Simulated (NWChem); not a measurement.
# CAM-B3LYP/DGauss-DZVP run of C2F3N (cyanotrifluoromethane)

Aim: the electronic atomisation energy of C2F3N (cyanotrifluoromethane) at CAM-B3LYP/DGauss-DZVP, from 4 runs. 

Program for the calculation: NWChem 7.3.0.

7 further runs of the same task are left out: 6 that didn't finish, 1 set aside as unsound or not needed.

## 1. The structure to begin with

C2F3N: 6 atoms, total charge 0, spin state singlet. As SMILES, `N#CC(F)(F)F`. Geometry: relaxed at PBE0-D4/def2-TZVP.

Bond lengths: N1–C2 1.146 Å, C2–C3 1.481 Å, C3–F4 1.326 Å, C3–F5 1.326 Å, C3–F6 1.326 Å. Angles: N1–C2–C3 180.0°, C2–C3–F4 110.1°, C2–C3–F5 110.1°, C2–C3–F6 110.1°, F4–C3–F5 108.8°, F4–C3–F6 108.8°, F5–C3–F6 108.8°.

## 2. The energy at CAM-B3LYP/DGauss-DZVP (run 1)

test.nw reads:

```
start test
title "C2F3N energy"
memory total 2200 mb

geometry units angstrom noautosym nocenter noautoz
  N        1.022100      -1.705100       0.893500
  C        0.486200      -0.810600       0.417800
  C       -0.206400       0.345600      -0.197200
  F       -1.316000      -0.055800      -0.802300
  F        0.581500       0.927000      -1.091500
  F       -0.525200       1.234800       0.733600
end

basis spherical bse
  * library DGauss-DZVP
end

dft
  xc xcamb88 1.00 lyp 0.81 vwn_5 0.19 hfexch 1.00
  cam 0.33 cam_alpha 0.19 cam_beta 0.46
  mult 1
  grid fine
  convergence energy 1e-08
  direct
  iterations 100
  mulliken
  noprint "final vectors analysis"
end

task dft energy
```

Command:

```
$ nwchem test.nw > test.out
```

Output (excerpt; [...] marks lines left out):

```text
[...]
          Wavefunction type:  closed shell.
          No. of atoms     :     6
          No. of electrons :    46
[...]
          Charge           :     0
          Spin multiplicity:     1
[...]
          AO basis - number of functions:    84
[...]
              XC Information
              --------------
                     Hartree-Fock (Exact) Exchange  1.000
                   CAM-Becke88 Exchange Functional  1.000
                      VWN V Correlation Functional  0.190 local
              Lee-Yang-Parr Correlation Functional  0.810
[...]
 d= 0,ls=0.0,diis     1   -430.1626356517 -6.62D+02  2.14D-02  2.25D+00     4.1
[...]
 d= 0,ls=0.0,diis    11   -430.4140978583 -8.19D-10  3.02D-07  1.10D-09    42.8
         Total DFT energy =     -430.414097858289
      One electron energy =    -1054.067201834290
           Coulomb energy =      440.197489748554
    Exchange-Corr. energy =      -48.815051423772
 Nuclear repulsion energy =      232.270665651217
[...]
      Total Density - Mulliken Population Analysis
     ---------------------------------------------
    Atom       Charge   Shell Charges
 -----------   ------   -------------------------------------------------------
    1 N    7     7.07   2.00  0.94  0.72  2.64  0.71  0.05
    2 C    6     6.09   2.00  0.77  0.35  2.43  0.49  0.05
    3 C    6     5.31   2.00  0.78 -0.04  2.18  0.08  0.31
    4 F    9     9.18   2.00  0.99  0.91  4.06  1.20  0.01
    5 F    9     9.18   2.00  0.99  0.91  4.06  1.20  0.01
    6 F    9     9.18   2.00  0.99  0.91  4.06  1.20  0.01
[...]
```

It took 44 s on 1 thread of Intel Xeon Platinum 8488C (Sapphire Rapids), shared host; peak memory 0.11 GiB.

## 3. The C atom at the same level (run 2)

c.nw reads:

```
start c
title "C"
memory 2200 mb

geometry noautosym nocenter noautoz
  C        0.000000       0.000000       0.000000
end

basis "ao basis" spherical bse
  C library DGauss-DZVP
end

dft
  xc xcamb88 1.00 lyp 0.81 vwn_5 0.19 hfexch 1.00
  cam 0.33 cam_alpha 0.19 cam_beta 0.46
  mult 3
  grid fine
  convergence energy 1e-08
  direct
  iterations 100
  mulliken
  print low
end

task dft
```

Command:

```
$ nwchem c.nw > c.out
```

Output (excerpt; [...] marks lines left out):

```text
[...]
 d= 0,ls=0.0,diis     1    -37.7859856499 -3.78D+01  3.17D-02  6.90D-02     0.1
[...]
 d= 0,ls=0.0,diis     7    -37.8303894541 -3.91D-13  3.04D-08  2.01D-14     0.3
[...]
         Total DFT energy =      -37.830389454149
      One electron energy =      -50.441723210157
           Coulomb energy =       17.795888352613
    Exchange-Corr. energy =       -5.184554596605
 Nuclear repulsion energy =        0.000000000000
[...]
      Total Density - Mulliken Population Analysis
     ---------------------------------------------
    Atom       Charge   Shell Charges
 -----------   ------   -------------------------------------------------------
    1 C    6     6.00   2.00  1.03  0.97  1.51  0.49  0.00
     --------------------------------------------
      Spin Density - Mulliken Population Analysis
     --------------------------------------------
    Atom       Charge   Shell Charges
 -----------   ------   -------------------------------------------------------
    1 C    6     2.00  -0.00  0.06 -0.06  1.51  0.49 -0.00
[...]
      <S2> =      2.0024 (Exact =     2.0000)
[...]
```

It took 0.88 s on 1 thread of Intel Xeon Platinum 8488C (Sapphire Rapids), shared host; peak memory 0.1 GiB.

Run 3 isn't shown in full; the table further down has it.

## 4. The N atom (run 4)

nw.nw reads:

```
start nw
memory total 2200 mb
charge 0

geometry units bohr noautosym nocenter noautoz
N    0.00000000   0.00000000   0.00000000
end

basis "ao basis" spherical bse
* library DGauss-DZVP
end

dft
xc xcamb88 1.00 lyp 0.81 vwn_5 0.19 hfexch 1.00
cam 0.33 cam_alpha 0.19 cam_beta 0.46
mult 4
grid fine
convergence energy 1e-08
direct
maxiter 100
mulliken
print low
end

task dft energy
```

Run the same way, it converges to -54.57304 Eh (log not shown).

## 5. The series

```
run                   level  partner  energy (Eh)  wall time
  1   CAM-B3LYP/DGauss-DZVP     base  -430.414098       44 s
  2  UCAM-B3LYP/DGauss-DZVP    atoms   -37.830389     0.88 s
  3  UCAM-B3LYP/DGauss-DZVP    atoms   -99.726974     0.83 s
  4  UCAM-B3LYP/DGauss-DZVP    atoms   -54.573045     0.77 s
```

## 6. What came out

At CAM-B3LYP/DGauss-DZVP:

| quantity | value |
| --- | --- |
| N atom: total energy | -54.57304 Eh |
| N atom: ⟨S²⟩ | 3.752 |
| electronic atomisation energy | 27.194 eV |

What this shows: Taking the molecule apart into free atoms costs 27.19 eV (627 kcal/mol), before zero-point energy and without spin-orbit coupling. All runs together took 46 s, the longest 44 s.
